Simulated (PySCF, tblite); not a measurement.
# C5H11BOSi: geometry, infrared bands and NMR shifts

Aim: predict the infrared bands and NMR shifts of C5H11BOSi (`CB([SiH2]O)[C@@H]1[C@@H]2C[C@@H]21`).

Computed with tblite 0.8.0 and PySCF 2.14.0, with density-fitted response routines of our own, on a single molecule in the gas phase. Atoms count from 0, in the outputs and in this text.

**1. Starting geometry**

19 atoms, charge 0, multiplicity 1; geometry from: force field or distance geometry start.

Bonds of the start (Å): C0–B1 1.60, B1–Si2 1.97, Si2–O3 1.73, B1–C4 1.58, C4–C5 1.57, C5–C6 1.52, C6–C7 1.54, C7–C4 1.56, C7–C5 1.38, C0–H8 1.10, C0–H9 1.10, C0–H10 1.11, Si2–H11 1.46, Si2–H12 1.46, O3–H13 0.99, C4–H14 1.10, C5–H15 1.03, C6–H16 1.09, C6–H17 1.06, C7–H18 1.04.

**2. Optimising the geometry with GFN2-xTB**

The job: settings as JSON, then the geometry in Å.

```
{"job": {"kind": "relax", "xc": "GFN2-xTB", "basis": "xTB"}, "charge": 0, "multiplicity": 1}
C      0.620300    -0.816200    -1.688200
B      0.539400    -0.243300    -0.201400
Si     2.307900     0.132600     0.589600
O      2.837500     1.682700     0.025400
C     -0.660200    -0.767300     0.681600
C     -2.058900    -0.459900     0.038300
C     -1.895100     1.042300    -0.152500
C     -1.722000     0.265000     1.164300
H      0.632300     0.003400    -2.422900
H      1.575900    -1.361000    -1.781700
H     -0.201200    -1.536600    -1.868700
H      2.214300     0.051700     2.041800
H      3.252700    -0.879100     0.113600
H      2.770800     2.351700     0.751500
H     -0.584900    -1.693800     1.261200
H     -2.770300    -1.170500    -0.196100
H     -2.724900     1.109000    -0.862500
H     -2.037400     1.949600     0.370900
H     -2.105700     0.349000     2.128200
```

Command:

```sh
OMP_NUM_THREADS=1 python probes_run.py task.json out
```

The driver reads the jobs from task.json and runs them one after another.

**Question.** This job is followed by: GFN2-xTB harmonic vibrations, gas phase; GIAO PBE0/pcSseg-1 NMR shielding, non-relativistic, gas phase. What will the session give for the following? strongest single infrared mode (GFN2-xTB); zero-point energy (GFN2-xTB); ¹³C shifts against TMS (PBE0/pcSseg-1, means over atoms taken as alike); ¹H shifts against TMS (PBE0/pcSseg-1, means over atoms taken as alike); ¹¹B shifts against BF3·OEt2 (PBE0/pcSseg-1); ²⁹Si shifts against TMS (PBE0/pcSseg-1); ¹⁷O shifts against H2O (PBE0/pcSseg-1).

**Answer**, as computed:

```
                                                               quantity                                         value
                              strongest single infrared mode (GFN2-xTB)                         2096 cm⁻¹, 525 km/mol
                                           zero-point energy (GFN2-xTB)                                 91.1 kcal/mol
¹³C shifts against TMS (PBE0/pcSseg-1, means over atoms taken as alike)                     47.0, 32.0, 24.5, 9.2 ppm
 ¹H shifts against TMS (PBE0/pcSseg-1, means over atoms taken as alike)  5.50, 2.25, 1.76, 1.64, 1.11, 0.28, 0.27 ppm
                            ¹¹B shifts against BF3·OEt2 (PBE0/pcSseg-1)                                     116.7 ppm
                                ²⁹Si shifts against TMS (PBE0/pcSseg-1)                                     -35.9 ppm
                                 ¹⁷O shifts against H2O (PBE0/pcSseg-1)                                     -10.2 ppm
```

In words: Relaxing lowered the energy by 5.128 eV in 214 steps; the close pair that moved most is C5–C7, from 1.381 to 1.478 Å. No mode is imaginary among the 51: a minimum at this level. The strongest single mode, at 2096 cm⁻¹, moves mainly H12. Unscaled tight-binding wavenumbers are off by several per cent, some by more. Its intensities can rank the bands wrongly. At PBE0/pcSseg-1: The largest span, 220 ppm, is at B1, where the paramagnetic term is -209 ppm.
